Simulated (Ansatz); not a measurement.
# CoNiO2 (P4/mmm) in Ansatz: band structure with PBEsol

Aim: the band structure of CoNiO2 with PBEsol.

All numbers are computed with Ansatz 0.2.0; they aren't measurements. Logs are shortened: lines on timing, memory, paths and dates and some standing lists are left out, and cuts for length are marked.

## Step 1: The crystal as given

The structure is tetragonal, space group P4/mmm (No. 123). Conventional cell: a = 3.014 Å, b = 3.014 Å, c = 4.222 Å, α = 90.00°, β = 90.00°, γ = 90.00°. Ni (site symmetry 4/mmm) is surrounded by 6 O at 2.11 to 2.13 Å. Around Co (site symmetry 4/mmm) lie 6 O at 2.11 to 2.13 Å. Around O (site symmetry 4/mmm) lie 2 Ni at 2.11 Å and 4 Co at 2.13 Å. Around O (site symmetry 4/mmm) lie 2 Co at 2.11 Å and 4 Ni at 2.13 Å.

The cell comes from a database or a generator and needn't be the stable form of this composition.

## Step 2: Band structure, PBEsol, collinear spin, ferromagnetic start

input.yaml

```yaml
crystal:
  lattice:
    - [3.014333, 0.0, 0.0]
    - [0.0, 3.014333, 0.0]
    - [0.0, 0.0, 4.222285]
  atoms:
    - { symbol: Ni, position: [0.0, 0.0, 0.0], spin: 1.0 }
    - { symbol: Co, position: [0.5, 0.5, 0.5], spin: 2.0 }
    - { symbol: O, position: [0.0, 0.0, 0.5] }
    - { symbol: O, position: [0.5, 0.5, 0.0] }
hamiltonian:
  xc: pbesol
  pseudopotentials: { kind: paw }
magnetization:
  spin_polarized: true
kpoints:
  mp_grid: { grid: [9, 9, 6] }
  band_path:
    path:
      - [[0.0, 0.0, 0.0], [0.0, 0.5, 0.0], [0.5, 0.5, 0.0], [0.0, 0.0, 0.0], [0.0, 0.0, 0.5], [0.0, 0.5, 0.5], [0.5, 0.5, 0.5], [0.0, 0.0, 0.5]]
      - [[0.0, 0.5, 0.0], [0.0, 0.5, 0.5]]
      - [[0.5, 0.5, 0.0], [0.5, 0.5, 0.5]]
    npoints: 14
scf:
  occupations: { method: fermi_dirac, width: 0.05 }
  n_extra_bands: 10
output:
  forces: true
  stress: true
  eigenvalues: true
  fatbands: true
```

Potentials or basis: Ansatz PAW.

Command:

```console
> ansatz run input.yaml --threads 2 --pin off --max-ram 5632MiB --backend cpu --events-out ev --progress --plain --runs-dir out
```

Standard output:

```text
Warning: RAYON_NUM_THREADS=2 ignored (pool sized by the plan → 2); use --threads N
scf.n_extra_bands = 10 over 24 filled bands (N_el = 47.0): the run solves 34 bands
Engine: ansatz 0.2.0, aarch64-unknown-linux-gnu
Pseudopotentials: kind: paw
Pseudopotential: Ni, paw, valence charge 18, recommended cutoff 420 eV (normal), Ni.paw.azcp
Pseudopotential: Co, paw, valence charge 17, recommended cutoff 420 eV (normal), Co.paw.azcp
Pseudopotential: O, paw, valence charge 6, recommended cutoff 420 eV (normal), O.paw.azcp
Functional definition: PBEsol
  exchange = pbesol_x
  correlation = pbesol_c
Crystal: 4 atoms, lattice volume = 38.365 Å³
Basis set: ecut = 420 eV, 727 PW (Γ), exchange–correlation on 48×48×60 points (8 copies of the dense FFT grid, shifted against one another)
Bands: 34, of which v1, the nominal top of the filled ones, is band 24 counted from 1 (23 counted from 0)
Symmetry: 16 space group operations
Space group: P4/mmm (ITA 123), of the structure as read, at distance tolerance 3.4e-5 Å
Magnetic group: BNS 123.339 (UNI 999), of the structure as read, at distance tolerance 3.4e-5 Å
k-points: 60 of 486
Non-local potential: Ni, projectors of the file, l = 0: 3, l = 1: 2, l = 2: 3, l = 3: 1
Non-local potential: Co, projectors of the file, l = 0: 3, l = 1: 2, l = 2: 3, l = 3: 1
Non-local potential: O, projectors of the file, l = 0: 2, l = 1: 2, l = 2: 1
PAW form: soft (Blöchl's): semilocal exchange-correlation on the pseudo side does not see the compensation charge
PAW frozen core: Ni, regenerated for the run's functional, and the local potential with it (the file was generated under x = pbe(κ = 0.804, μ = 0.2195149727645171), c = pbe(β = 0.06672455060314922))
PAW frozen core: Co, regenerated for the run's functional, and the local potential with it (the file was generated under x = pbe(κ = 0.804, μ = 0.2195149727645171), c = pbe(β = 0.06672455060314922))
PAW frozen core: O, regenerated for the run's functional, and the local potential with it (the file was generated under x = pbe(κ = 0.804, μ = 0.2195149727645171), c = pbe(β = 0.06672455060314922))
PAW one-centre angular grid: Ni, 590 points (default); XC on 64 Gauss nodes
PAW one-centre angular grid: Co, 590 points (default); XC on 64 Gauss nodes
PAW one-centre angular grid: O, 110 points (default); XC on 64 Gauss nodes
Initial density: superposition of atomic densities (chi_scale 0.1, normalization cell, long waves kept (reshape's long-wave potential 0.00 eV rms))
Starting moments: Σ|m| = 3 μB on 2 of 4 sites
Initial wavefunctions: pseudopotential atomic-orbital guess
Functional: x = pbesol(κ = 0.804, μ = 0.12345679012345678), c = pbesol(β = 0.046)
SCF iter   1: F=—  HF=-12014.625994 eV  |F-HF|=—  |Δ(HF+E_count)|=         —  Δρ=1.65e-1 (↑9.13e-2 ↓1.65e-1)  dr2=1.71e1  dr2_m=9.85e-1  M=2.288 μB ∫|m|=2.288 μB  β_m=0.30  ethr=3.10e-3  ⟨swp⟩=5.4  Hψ=14980  notcnv=0  defer=46
Mixer restart at iter 1: flushing history
preconditioner: auto → Kerker (q_TF=auto, 2.822 Å⁻¹)  [metal: Δε(μ)=0.003 eV  Ē_g=13.197 eV  σ=0.050 eV  W_gap=0.02  n_scr=14 (ndim 8)  ℏωp=33.4 eV  f_vac=0.000  D(μ)=7.19/eV (n_scr^D=122)]
spin=Collinear: Kerker preconditioning applied to the charge; magnetization (m = ρ↑ − ρ↓) channel mixes plain (no charge-response kernel on spin).
SCF iter   2: F=—  HF=-12015.737493 eV  |F-HF|=—  |Δ(HF+E_count)|=    1.11e0  Δρ=5.95e-2 (↑5.95e-2 ↓5.82e-2)  dr2=1.41e0  dr2_m=7.40e-1  M=3.269 μB ∫|m|=3.270 μB  β_m=0.34  ethr=3.10e-3  ⟨swp⟩=3.0  Hψ=9314  notcnv=0  defer=341
SCF iter   3: F=—  HF=-12016.214382 eV  |F-HF|=—  |Δ(HF+E_count)|=   4.77e-1  Δρ=4.90e-2 (↑4.16e-2 ↓4.90e-2)  dr2=6.05e-1  dr2_m=5.24e-1  M=3.486 μB ∫|m|=3.488 μB  β_m=0.58  ethr=3.00e-3  ⟨swp⟩=2.0  Hψ=5798  notcnv=0  defer=344
SCF iter   4: F=—  HF=-12016.506615 eV  |F-HF|=—  |Δ(HF+E_count)|=   2.92e-1  Δρ=3.84e-2 (↑2.20e-2 ↓3.84e-2)  dr2=6.28e-1  dr2_m=6.26e-2  M=3.737 μB ∫|m|=3.745 μB  β_m=0.53  ethr=1.29e-3  ⟨swp⟩=3.1  Hψ=7057  notcnv=0  defer=343
SCF iter   5: F=—  HF=-12016.388930 eV  |F-HF|=—  |Δ(HF+E_count)|=   1.18e-1  Δρ=1.65e-2 (↑9.06e-3 ↓1.65e-2)  dr2=5.62e-2  dr2_m=3.88e-2  M=3.855 μB ∫|m|=3.866 μB  β_m=0.77  ethr=1.29e-3  ⟨swp⟩=2.1  Hψ=6893  notcnv=0  defer=346
SCF iter   6: F=—  HF=-12016.400711 eV  |F-HF|=—  |Δ(HF+E_count)|=         —  Δρ=1.05e-2 (↑5.87e-3 ↓1.05e-2)  dr2=1.52e-2  dr2_m=1.94e-2  M=3.894 μB ∫|m|=3.909 μB  β_m=0.77  ethr=1.20e-4  ⟨swp⟩=2.0  Hψ=5848  notcnv=0  defer=346
Mixer restart at iter 6: flushing history
SCF iter   7: F=—  HF=-12016.411587 eV  |F-HF|=—  |Δ(HF+E_count)|=   1.09e-2  Δρ=1.19e-2 (↑1.19e-2 ↓7.85e-3)  dr2=1.69e-2  dr2_m=2.89e-2  M=4.021 μB ∫|m|=4.037 μB  β_m=0.88  ethr=3.24e-5  ⟨swp⟩=2.0  Hψ=8453  notcnv=0  defer=346
SCF iter   8: F=—  HF=-12016.414679 eV  |F-HF|=—  |Δ(HF+E_count)|=   3.09e-3  Δρ=1.76e-2 (↑6.22e-3 ↓1.76e-2)  dr2=5.30e-2  dr2_m=4.35e-2  M=4.102 μB ∫|m|=4.118 μB  β_m=0.58  ethr=3.24e-5  ⟨swp⟩=2.1  Hψ=8024  notcnv=0  defer=346
SCF iter   9: F=-12016.408107 eV  HF=-12016.411929 eV  |F-HF|=3.82e-3  |Δ(HF+E_count)|=   2.75e-3  Δρ=9.91e-3 (↑8.94e-3 ↓9.91e-3)  dr2=2.24e-3  dr2_m=3.03e-2  M=4.211 μB ∫|m|=4.227 μB  β_m=0.43  ethr=3.24e-5  ⟨swp⟩=2.0  Hψ=6820  notcnv=0  defer=352
SCF iter  10: F=-12016.414451 eV  HF=-12016.417299 eV  |F-HF|=2.85e-3  |Δ(HF+E_count)|=   5.37e-3  Δρ=1.11e-2 (↑1.05e-2 ↓1.11e-2)  dr2=6.24e-4  dr2_m=4.08e-2  M=4.393 μB ∫|m|=4.411 μB  β_m=0.34  ethr=4.77e-6  ⟨swp⟩=2.0  Hψ=7731  notcnv=0  defer=354
SCF iter  11: F=-12016.417238 eV  HF=-12016.417811 eV  |F-HF|=5.73e-4  |Δ(HF+E_count)|=   5.12e-4  Δρ=4.03e-3 (↑4.03e-3 ↓3.29e-3)  dr2=3.77e-4  dr2_m=4.55e-3  M=4.507 μB ∫|m|=4.527 μB  β_m=0.59  ethr=1.33e-6  ⟨swp⟩=2.1  Hψ=7679  notcnv=0  defer=355
SCF iter  12: F=-12016.417614 eV  HF=-12016.417890 eV  |F-HF|=2.76e-4  |Δ(HF+E_count)|=   7.86e-5  Δρ=2.23e-3 (↑1.22e-3 ↓2.23e-3)  dr2=5.13e-4  dr2_m=1.00e-3  M=4.535 μB ∫|m|=4.556 μB  β_m=0.73  ethr=8.02e-7  ⟨swp⟩=2.1  Hψ=7051  notcnv=0  defer=355
SCF iter  13: F=-12016.417742 eV  HF=-12016.418108 eV  |F-HF|=3.66e-4  |Δ(HF+E_count)|=   2.18e-4  Δρ=2.93e-3 (↑2.93e-3 ↓2.51e-3)  dr2=2.00e-4  dr2_m=2.56e-3  M=4.560 μB ∫|m|=4.582 μB  β_m=0.86  ethr=8.02e-7  ⟨swp⟩=2.0  Hψ=6680  notcnv=0  defer=355
SCF iter  14: F=-12016.417875 eV  HF=-12016.417958 eV  |F-HF|=8.34e-5  |Δ(HF+E_count)|=   1.50e-4  Δρ=2.99e-4 (↑2.99e-4 ↓2.67e-4)  dr2=8.77e-5  dr2_m=6.44e-6  M=4.548 μB ∫|m|=4.570 μB  β_m=0.85  ethr=4.26e-7  ⟨swp⟩=2.0  Hψ=6245  notcnv=0  defer=355
SCF iter  15: F=-12016.417950 eV  HF=-12016.417951 eV  |F-HF|=2.63e-7  |Δ(HF+E_count)|=   7.41e-6  Δρ=1.53e-4 (↑5.46e-5 ↓1.53e-4)  dr2=4.62e-6  dr2_m=2.84e-6  M=4.548 μB ∫|m|=4.570 μB  β_m=0.92  ethr=1.87e-7  ⟨swp⟩=1.6  Hψ=4298  notcnv=0  defer=355
SCF iter  16: F=-12016.417943 eV  HF=-12016.417953 eV  |F-HF|=1.03e-5  |Δ(HF+E_count)|=   2.61e-6  Δρ=1.28e-4 (↑1.15e-4 ↓1.28e-4)  dr2=1.16e-5  dr2_m=1.15e-6  M=4.548 μB ∫|m|=4.570 μB  β_m=0.92  ethr=9.84e-9  ⟨swp⟩=2.3  Hψ=5732  notcnv=0  defer=355
SCF iter  17: F=-12016.417952 eV  HF=-12016.417952 eV  |F-HF|=1.94e-7  |Δ(HF+E_count)|=   1.03e-6  Δρ=3.68e-5 (↑3.03e-5 ↓3.68e-5)  dr2=5.65e-7  dr2_m=1.70e-7  M=4.548 μB ∫|m|=4.570 μB  β_m=0.96  ethr=9.84e-9  ⟨swp⟩=2.2  Hψ=6004  notcnv=0  defer=355
SCF iter  18: F=-12016.417952 eV  HF=-12016.417952 eV  |F-HF|=2.72e-7  |Δ(HF+E_count)|=   9.08e-8  Δρ=3.56e-5 (↑6.13e-6 ↓3.56e-5)  dr2=3.60e-7  dr2_m=1.22e-7  M=4.548 μB ∫|m|=4.570 μB  β_m=0.98  ethr=1.20e-9  ⟨swp⟩=1.9  Hψ=5378  notcnv=0  defer=354
SCF iter  19: F=-12016.417952 eV  HF=-12016.417952 eV  |F-HF|=2.75e-8  |Δ(HF+E_count)|=   2.60e-8  Δρ=1.00e-5 (↑2.81e-6 ↓1.00e-5)  dr2=3.21e-8  dr2_m=9.35e-9  M=4.548 μB ∫|m|=4.570 μB  β_m=0.94  ethr=7.67e-10  ⟨swp⟩=1.8  Hψ=4561  notcnv=0  defer=354
SCF iter  20: F=-12016.417952 eV  HF=-12016.417952 eV  |F-HF|=3.63e-9  |Δ(HF+E_count)|=   3.28e-9  Δρ=4.91e-6 (↑1.45e-6 ↓4.91e-6)  dr2=7.80e-9  dr2_m=2.37e-9  M=4.548 μB ∫|m|=4.570 μB  β_m=0.97  ethr=6.83e-11  ⟨swp⟩=2.0  Hψ=4856  notcnv=0  defer=354
SCF iter  21: F=-12016.417952 eV  HF=-12016.417952 eV  |F-HF|=7.38e-8  |Δ(HF+E_count)|=   3.85e-9  Δρ=1.31e-5 (↑2.16e-6 ↓1.31e-5)  dr2=7.99e-8  dr2_m=1.13e-8  M=4.548 μB ∫|m|=4.570 μB  ethr=1.66e-11  ⟨swp⟩=7.5  Hψ=16517  notcnv=0
SCF 1 converged in 21 iterations: F = -12016.417952 eV  dr2 = 7.99e-8
at 3 of the mixer's solves, the last at iteration 10, it left a direction of its history that read negative out of its fit and stepped the other way along it
NSCF: frozen V_eff on 129 k-points
SCF converged after 21 iterations
Magnetization: 4.5483 μB (25.7741 up, 21.2259 down)
Absolute magnetization: 4.5699 μB (∫|ρ↑−ρ↓|, with the PAW one-centre terms)
Spin contamination: 0.0154 ħ² per cell (⟨S²⟩ above its minimum at these occupations)
Per-site moments (μB) at R_I (Å): [(1.3361856630874576, 0.8708462812500001), (2.4340553621927774, 0.8708462812500001), (0.3123670415626219, 0.8708462812500001), (0.289952653678325, 0.8708462812500001)]
Free energy (F): -12016.417952 eV
Harris-Foulkes:  -12016.417952 eV  (|F-HF|=7.38e-8)
Internal energy: -12016.357405 eV  (E = F + TS)
E sigma→0 (E₀):  -12016.387678 eV
Entropy (-TS):   -0.060548 eV (-15.137 meV/atom)
Fermi energy:    13.546252 eV
--- Per-component energies (eV) ---
  E_band       = -652.479279
  E_kinetic    = 1066.727362
  E_local      = -7512.141986  (includes V_loc(G=0)·N_el)
  E_nonlocal   = 1209.950346
  E_hartree    = 3083.409213
  E_xc         = -380.002071
  E_vxc        = -490.402465  (∫ρ·V_xc dr)
  E_paw        = -3390.056865  (= ΣΔE_a)
  E_vpaw       = -1093.443400  (= ΣTr[D̂ρ^β])
  E_aug_tail   = 0.005484  (compensation charges beyond the density's cutoff)
  E_ewald      = -6094.705173
  E_core_change = 0.456284  (= ΣΔE_core)
  E_smearing   = -0.060548  (= −TS)
  E_closure    = -0.000000  (closes the sum)
  Σ components = -12016.417952   (vs F -12016.417952, Δ=0.00e0)
--- Forces (eV/Å), atoms counted from 1 ---
  atom   1  Ni     0.00000000     0.00000000     0.00000000
  atom   2  Co    -0.00000000    -0.00000000     0.00000000
  atom   3  O     -0.00000000    -0.00000000     0.00000000
  atom   4  O      0.00000000     0.00000000     0.00000000
  max |Σ_I F_I| component: 1.10e-29 eV/Å
--- Stress (GPa, compression-positive) ---
      -12.475639       0.000000       0.000000
        0.000000     -12.475639       0.000000
        0.000000       0.000000     -10.861676
  P = ⅓ Tr σ = -11.9377 GPa (-119.377 kbar)
--- Band table (eV; the first three rows and the last of 120) ---
  k-point 0 ↑: bands = ["-90.2159", "-82.9863", "-50.8074", "-50.7287", "-50.7287", "-46.4849", "-46.4849", "-46.2137", "-6.5857", "-5.2519", "6.7347", "9.1880", "9.1880", "9.7064", "10.3871", "10.4446", "10.4654", "10.4654", "10.5656", "10.7778", "10.7778", "10.9376", "11.0245", "11.4532", "11.9017", "11.9017", "14.5269", "19.2365", "23.4705", "25.0967", "29.1620", "29.1620", "30.4750", "31.6340"]
  k-point 1 ↑: bands = ["-90.2159", "-82.9863", "-50.8075", "-50.7287", "-50.7287", "-46.4850", "-46.4850", "-46.2138", "-6.4870", "-5.3220", "6.6313", "9.1443", "9.1836", "9.1836", "9.7449", "10.0559", "10.0559", "10.3994", "10.8956", "11.0115", "11.1957", "11.1957", "11.3878", "11.6501", "11.9585", "11.9585", "15.2419", "19.3799", "23.5205", "25.2287", "28.9593", "29.0909", "29.0909", "30.8318"]
  k-point 2 ↑: bands = ["-90.2159", "-82.9863", "-50.8075", "-50.7287", "-50.7287", "-46.4849", "-46.4849", "-46.2140", "-6.2233", "-5.5297", "6.5838", "7.8476", "9.2104", "9.2104", "9.6265", "9.6265", "9.8318", "10.4257", "10.8015", "10.9837", "11.6181", "11.6181", "11.7749", "11.9355", "12.0638", "12.0638", "16.8211", "19.3437", "24.1707", "25.6380", "27.4576", "28.9981", "28.9981", "29.1714"]
  k-point 59 ↓: bands = ["-88.5464", "-80.0164", "-49.1489", "-49.1266", "-49.1266", "-43.5425", "-43.5425", "-43.4251", "-4.6963", "-4.5641", "7.6363", "7.6635", "7.9046", "7.9854", "8.5878", "8.6345", "12.7176", "12.7195", "13.0552", "13.2547", "13.3187", "13.7529", "13.7683", "14.3004", "14.4820", "15.2568", "22.0047", "22.6448", "23.5334", "23.6154", "23.9249", "24.0062", "26.9799", "27.3711"]
```

It took 22 s on 2 threads of Arm Neoverse V1, shared host; peak memory 0.44 GiB.

What came out:

```yaml
Free_energy: -12016.4180 eV
Pressure: -11.9 GPa
Band_gap_on_the_k_mesh: none (metal or under the smearing width)
Net_moment: 4.55 μB per cell
Absolute_moment: 4.57 μB per cell
Site_moments: Ni +1.34; Co +2.43; O +0.31, +0.29 μB
```

Levels at the corners of the path, in eV from the Fermi level:
Spin up:
| point | band 24 | band 25 | band 26 | band 27 | band 28 | band 29 |
| --- | --- | --- | --- | --- | --- | --- |
| Γ | -2.09 | -1.64 | -1.64 | 0.98 | 5.69 | 9.92 |
| X | -1.33 | -0.03 | 0.15 | 6.32 | 6.41 | 10.13 |
| M | -1.66 | -1.66 | -1.43 | 5.55 | 5.85 | 9.78 |
| Γ | -2.09 | -1.64 | -1.64 | 0.98 | 5.69 | 9.92 |
| Z | -1.51 | -1.44 | -1.44 | 4.80 | 4.91 | 12.60 |
| R | 0.27 | 0.27 | 0.30 | 5.03 | 5.09 | 9.20 |
| A | -1.43 | -1.18 | -1.12 | 7.84 | 8.15 | 9.93 |
| Z | -1.51 | -1.44 | -1.44 | 4.80 | 4.91 | 12.60 |
| X | -1.33 | -0.03 | 0.15 | 6.32 | 6.41 | 10.13 |
| R | 0.27 | 0.27 | 0.30 | 5.03 | 5.09 | 9.20 |
| M | -1.66 | -1.66 | -1.43 | 5.55 | 5.85 | 9.78 |
| A | -1.43 | -1.18 | -1.12 | 7.84 | 8.15 | 9.93 |
Spin down:
```tsv
point	band 18	band 19	band 20	band 21	band 22	band 23	band 24	band 25
Γ	-1.37	-1.37	-1.22	-0.51	-0.43	-0.06	-0.06	0.18
X	-0.59	-0.49	-0.35	0.04	0.06	0.17	0.91	1.92
M	-2.37	-0.47	-0.17	-0.10	-0.10	0.03	0.22	0.70
Γ	-1.37	-1.37	-1.22	-0.51	-0.43	-0.06	-0.06	0.18
Z	-1.63	-0.51	-0.51	-0.42	0.09	0.11	0.11	0.33
R	-0.61	-0.50	-0.07	0.09	0.18	2.01	2.03	2.54
A	-0.83	-0.47	-0.26	-0.26	0.11	0.22	0.69	0.84
Z	-1.63	-0.51	-0.51	-0.42	0.09	0.11	0.11	0.33
X	-0.59	-0.49	-0.35	0.04	0.06	0.17	0.91	1.92
R	-0.61	-0.50	-0.07	0.09	0.18	2.01	2.03	2.54
M	-2.37	-0.47	-0.17	-0.10	-0.10	0.03	0.22	0.70
A	-0.83	-0.47	-0.26	-0.26	0.11	0.22	0.69	0.84
```

Caveat: the pressure holds a Pulay correction of +0.7 GPa for the finite cutoff; semilocal functionals often make such compounds metallic where correlation or magnetic order opens a gap, which also shifts bond lengths; the PAW data sets come from PBE, with cores solved anew for the run's functional, which leaves a small shift of forces and pressure. With open d or f shells a metallic result of PBEsol can be an artefact of self-interaction; +U or a hybrid may open a gap.

## Step 3: The reference run

An earlier run on the cell as given: functional PBEsol; potentials or basis Ansatz PAW; cutoff 420 eV (not typed: the program's choice for these potentials); k mesh 9 × 9 × 6; occupations fermi-dirac, width 0.05 eV; collinear spin, ferromagnetic start; starting moments [1.0, 2.0, 0.0, 0.0] μB.

- Pressure: -11.9 GPa
- Band gap on the k mesh: none (metal or under the smearing width)
- Net moment: 4.55 μB per cell
- Absolute moment: 4.57 μB per cell
- Site moments: Ni +1.34; Co +2.43; O +0.31, +0.29 μB
